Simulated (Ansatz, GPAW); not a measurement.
BAs: GLLB-SC, run from Python

These are simulated results from GPAW 26.7.0, not measurements. The cell began as a measured structure and was relaxed with r2SCAN in plane waves (Ansatz 0.2.0). All runs are without spin polarisation.

Space group F-43m (No. 216), cubic; conventional cell a = 4.784 Å, 13.68 Å³ an atom. B is surrounded by 4 As at 2.07 Å; As is surrounded by 4 B at 2.07 Å.

GLLB-SC is a model potential. Its fundamental gap is the Kohn-Sham gap plus a derivative discontinuity, which the script evaluates at the band edges among the listed k points. Its total energy isn't variational and serves nothing here.

run.py reads:

```python
import json
from ase import Atoms
from gpaw import GPAW, PW, FermiDirac

atoms = Atoms(['B', 'As'],
              cell=[[0.0, 2.3918699, 2.3918699], [2.3918699, 0.0, 2.3918699], [2.3918699, 2.3918699, 0.0]],
              scaled_positions=[[0.0, 0.0, 0.0], [0.25, 0.25, 0.25]],
              pbc=True)
calc = GPAW(mode=PW(400), xc='GLLBSC', kpts={'size': (6, 6, 6), 'gamma': True},
            occupations=FermiDirac(0.02), maxiter=100, legacy_gpaw=True, txt='gpaw.txt')
atoms.calc = calc
res = {'energy': atoms.get_potential_energy(force_consistent=True)}
res['electrons'] = calc.get_number_of_electrons()
res['k'] = calc.get_ibz_k_points().tolist()
res['levels'] = [calc.get_eigenvalues(kpt=i).tolist() for i in range(len(res['k']))]
points = [[0.0, 0.0, 0.0], [-0.5, -0.5, 0.0], [-0.375, -0.375, 0.25], [-0.375, 0.0, 0.375], [0.0, 0.0, 0.5], [-0.5, -0.25, 0.25], [0.0, 0.398437, 0.398438]]
bands = calc.fixed_density(kpts=points, symmetry='off', nbands=round(res['electrons']) // 2 + 6, convergence={'bands': -2}, txt='bands.txt')
res['points'] = [bands.get_eigenvalues(kpt=i).tolist() for i in range(len(points))]
homo, lumo = bands.get_homo_lumo()
potential = calc.hamiltonian.xc.response.calculate_discontinuity_potential(homo, lumo)
res['discontinuity'] = bands.hamiltonian.xc.response.calculate_discontinuity(potential)
json.dump(res, open('results.json', 'w'))
print('free energy (eV):', round(res['energy'], 5))
```

Command: `python run.py`. It took 4.6 s on 1 thread of Arm Neoverse V1, on a shared host, peak memory 0.13 GiB.

The log gpaw.txt, trimmed of paths, versions and times, then the last line on the terminal. An iter line gives the energy in eV and the logarithms of the changes of orbitals (plane waves alone) and density (c: converged):

```
___ ___ ___ _ _ _
 |   |   |_  | | | |

 | | | | | . | | | |

 |__ |  _|___|_____|  26.7.0
 |___|_|

Input parameters:
  kpts: {gamma: True,
         size: (6, 6, 6)}
  maxiter: 100
  mode: {ecut: 400.0,
         name: pw}
  occupations: {fixmagmom: False,
                name: fermi-dirac,
                width: 0.02}
  xc: GLLBSC

System changes: positions, numbers, cell, pbc, initial_charges, initial_magmoms

Initialize ...

species:
  B:
    name:    Boron
    Z:       5.0
    valence: 3
    core:    2
    charge:  0.0  # [|e|]
    compensation charges:
      type: gauss
      rc: 0.20  # [Å]
      lmax: 2
    cutoffs:
      filter: 1.14  # [Å]
      core: 1.38  # [Å]
    projectors
    | kind |    occ | energy [eV] | rcut [Å] |

    |------|--------|-------------|----------|

    |   2s |  2.000 |     -10.319 |    0.635 |

    |   2p |  1.000 |      -4.115 |    0.635 |

    |    s |        |      16.892 |    0.635 |

    |    p |        |      23.096 |    0.635 |

    |    d |        |       0.000 |    0.635 |

    Using partial waves for B as LCAO basis

  As:
    name:    Arsenic
    Z:       33.0
    valence: 5
    core:    28
    charge:  0.0  # [|e|]
    compensation charges:
      type: gauss
      rc: 0.33  # [Å]
      lmax: 2
    cutoffs:
      filter: 1.87  # [Å]
      core: 2.96  # [Å]
    projectors
    | kind |    occ | energy [eV] | rcut [Å] |

    |------|--------|-------------|----------|

    |   4s |  2.000 |     -16.478 |    1.058 |

    |   4p |  3.000 |      -7.456 |    1.058 |

    |    s |        |      10.734 |    1.058 |

    |    p |        |      19.755 |    1.058 |

    |    d |        |       0.000 |    1.058 |

    Using partial waves for As as LCAO basis

Reference energy: -62124.502065  # eV

Spin-paired calculation

Convergence criteria:
 Maximum [total energy] change in last 3 cyles: 0.0005 eV / valence electron
 Maximum integral of absolute [dens]ity change: 0.0001 electrons / valence electron
 Maximum integral of absolute [eigenst]ate change: 4e-08 eV^2 / valence electron
 Maximum number of scf [iter]ations: 100
 (Square brackets indicate name in SCF output, whereas a 'c' in
 the SCF output indicates the quantity has converged.)

Symmetries present (total): 24

  ( 1  0  0)  ( 1  0  0)  ( 1  0 -1)  ( 1  0 -1)  ( 1 -1  0)  ( 1 -1  0)
  ( 0  1  0)  ( 0  0  1)  ( 0  1 -1)  ( 0  0 -1)  ( 0 -1  1)  ( 0 -1  0)
  ( 0  0  1)  ( 0  1  0)  ( 0  0 -1)  ( 0  1 -1)  ( 0 -1  0)  ( 0 -1  1)

  ( 0  1  0)  ( 0  1  0)  ( 0  1 -1)  ( 0  1 -1)  ( 0  0  1)  ( 0  0  1)
  ( 1  0  0)  ( 0  0  1)  ( 1  0 -1)  ( 0  0 -1)  ( 1  0  0)  ( 0  1  0)
  ( 0  0  1)  ( 1  0  0)  ( 0  0 -1)  ( 1  0 -1)  ( 0  1  0)  ( 1  0  0)

  ( 0  0 -1)  ( 0  0 -1)  ( 0 -1  1)  ( 0 -1  1)  ( 0 -1  0)  ( 0 -1  0)
  ( 1  0 -1)  ( 0  1 -1)  ( 1 -1  0)  ( 0 -1  0)  ( 1 -1  0)  ( 0 -1  1)
  ( 0  1 -1)  ( 1  0 -1)  ( 0 -1  0)  ( 1 -1  0)  ( 0 -1  1)  ( 1 -1  0)

  (-1  1  0)  (-1  1  0)  (-1  0  1)  (-1  0  1)  (-1  0  0)  (-1  0  0)
  (-1  0  1)  (-1  0  0)  (-1  1  0)  (-1  0  0)  (-1  1  0)  (-1  0  1)
  (-1  0  0)  (-1  0  1)  (-1  0  0)  (-1  1  0)  (-1  0  1)  (-1  1  0)

216 k-points: 6 x 6 x 6 Monkhorst-Pack grid + [1/12,1/12,1/12]
16 k-points in the irreducible part of the Brillouin zone
       k-points in crystal coordinates                weights
   0:     0.00000000    0.00000000    0.00000000          1/216
   1:     0.16666667    0.16666667    0.00000000          6/216
   2:     0.16666667    0.16666667    0.16666667          8/216
   3:     0.33333333    0.16666667    0.16666667         12/216
   4:     0.33333333    0.33333333   -0.33333333         12/216
   5:     0.33333333    0.33333333    0.00000000          6/216
   6:     0.33333333    0.33333333    0.16666667         24/216
   7:     0.33333333    0.33333333    0.33333333          8/216
   8:     0.50000000    0.33333333   -0.33333333         24/216
   9:     0.50000000    0.33333333   -0.16666667         12/216
          ...
  15:     0.50000000    0.50000000    0.50000000          4/216

Wave functions: Plane wave expansion
  Cutoff energy: 400.000 eV
  Number of coefficients (min, max): 468, 531
  Pulay-stress correction: 0.000000 eV/Ang^3 (de/decut=0.000000)
  Using FFTW library
  ScaLapack parameters: grid=1x1, blocksize=None
  Wavefunction extrapolation:
    Improved wavefunction reuse through dual PAW basis

Occupation numbers: Fermi-Dirac:
  width: 0.0200  # eV

Eigensolver
   Davidson(niter=2)

Densities:
  Coarse grid: 16*16*16 grid
  Fine grid: 32*32*32 grid
  Total Charge: 0.000000

Density mixing:
  Method: separate
  Backend: msr1
  Linear mixing parameter: 0.05
  old densities: 10
  Width of damping distribution: 1.1
  Damping of long wavelength oscillations: 20

Hamiltonian:
  XC and Coulomb potentials evaluated on a 32*32*32 grid
  Using the GLLBSC Exchange-Correlation functional
  External potential:
    NoExternalPotential

XC parameters: GLLBSC functional being used consists of
  -----------------------------------------------------------------------
  | Weight | Module     | Description                                   |

  -----------------------------------------------------------------------
  |  1.000 | SCREENING  | GGA_X_PBE_SOL with 2 nearest neighbor stencil |

  |  1.000 | RESPONSE   | eps=0.0500 eV                                 |

  |  1.000 | XC         | GGA_C_PBE_SOL with 2 nearest neighbor stencil |

  -----------------------------------------------------------------------

Memory estimate:
  Process memory now: 110.74 MiB
  Calculator: 5.29 MiB
    Density: 2.09 MiB
      Arrays: 0.81 MiB
      Localized functions: 0.66 MiB
      Mixer: 0.62 MiB
    Hamiltonian: 0.55 MiB
      Arrays: 0.53 MiB
      XC: 0.00 MiB
      Poisson: 0.00 MiB
      vbar: 0.02 MiB
    Wavefunctions: 2.65 MiB
      Arrays psit_nG: 1.04 MiB
      Eigensolver: 0.12 MiB
      Projections: 0.05 MiB
      Projectors: 1.16 MiB
      PW-descriptor: 0.29 MiB

Total number of cores used: 1

Number of atoms: 2
Number of atomic orbitals: 8
Number of bands in calculation: 8
Number of valence electrons: 8
Bands to converge: occupied

... initialized

Initializing position-dependent things.

Density initialized from atomic densities
Creating initial wave functions:
  8 bands from LCAO basis set
Positions:
   0 B      0.000000    0.000000    0.000000    ( 0.0000,  0.0000,  0.0000)
   1 As     1.195935    1.195935    1.195935    ( 0.0000,  0.0000,  0.0000)

Unit cell:
           periodic     x           y           z      points  spacing
  1. axis:    yes    0.000000    2.391870    2.391870    16     0.1726
  2. axis:    yes    2.391870    0.000000    2.391870    16     0.1726
  3. axis:    yes    2.391870    2.391870    0.000000    16     0.1726

  Lengths:   3.382615   3.382615   3.382615
  Angles:   60.000000  60.000000  60.000000

Effective grid spacing dv^(1/3) = 0.1883

iter:   1   -11.363155
iter:   2   -12.641300   -1.03  -0.81
iter:   3   -12.483819   -2.97  -0.74
iter:   4   -12.247510   -1.78  -0.84
iter:   5   -12.268077   -2.88  -1.20
iter:   6   -12.272712   -3.75  -1.23
iter:   7   -12.301955   -3.33  -1.26
iter:   8   -12.302081   -3.34  -1.22
iter:   9   -12.276505   -3.54  -1.21
iter:  10   -12.207753   -2.38  -1.28
iter:  11   -12.143239   -3.29  -1.78
iter:  12   -12.143328   -4.31  -2.55
iter:  13   -12.136578   -5.42  -3.21
iter:  14   -12.136859   -6.28  -3.24
iter:  15   -12.137083c  -7.14  -4.10c
iter:  16   -12.136897c  -8.20c -4.21c

Converged after 16 iterations.

Energy contributions relative to reference atoms: (reference = -62124.502065)

Kinetic:        +36.832159
Potential:      -33.277125
External:        +0.000000
XC:             -15.807684
Entropy (-ST):   -0.000000
Local:           +0.115753
SIC:             +0.000000
--------------------------
Free energy:    -12.136897
Extrapolated:   -12.136897

GLLBSC response reference energy: 7.51096 eV (from HOMO)

Showing only first 2 kpts
 Kpt  Band  Eigenvalues  Occupancy
  0     2      7.51093    2.00000
  0     3      7.51093    2.00000
  0     4     10.88722    0.00000
  0     5     10.88723    0.00000

  1     2      5.82226    2.00000
  1     3      5.82227    2.00000
  1     4      9.86793    0.00000
  1     5     13.19490    0.00000

Fermi level: 7.90616

Gap: 1.355 eV
Transition (v -> c):
  (s=0, k=0, n=3, [0.00, 0.00, 0.00]) -> (s=0, k=5, n=4, [0.33, 0.33, 0.00])
Direct/indirect transitions are different
Direct gap: 3.376 eV
Transition at: (s=0, k=0, n=3, [0.00, 0.00, 0.00])

free energy (eV): -12.1369
```

The gap in the log is over the mesh alone; results.json adds the listed points. GLLB-SC gives a gap of 1.73 eV (1.249 eV Kohn-Sham over the listed points plus 0.485 eV discontinuity). On the same cell, plane-wave PBE (Ansatz, 10×10×10 k points and the special points) gives a gap of 1.19 eV and r2SCAN a gap of 1.37 eV; on shared hosts these took about 2.4 and 5.7 core-seconds on the 2-atom cell, against 4.6 for the script. Semilocal gaps usually lie below measured ones.

Spin-orbit coupling is left out.
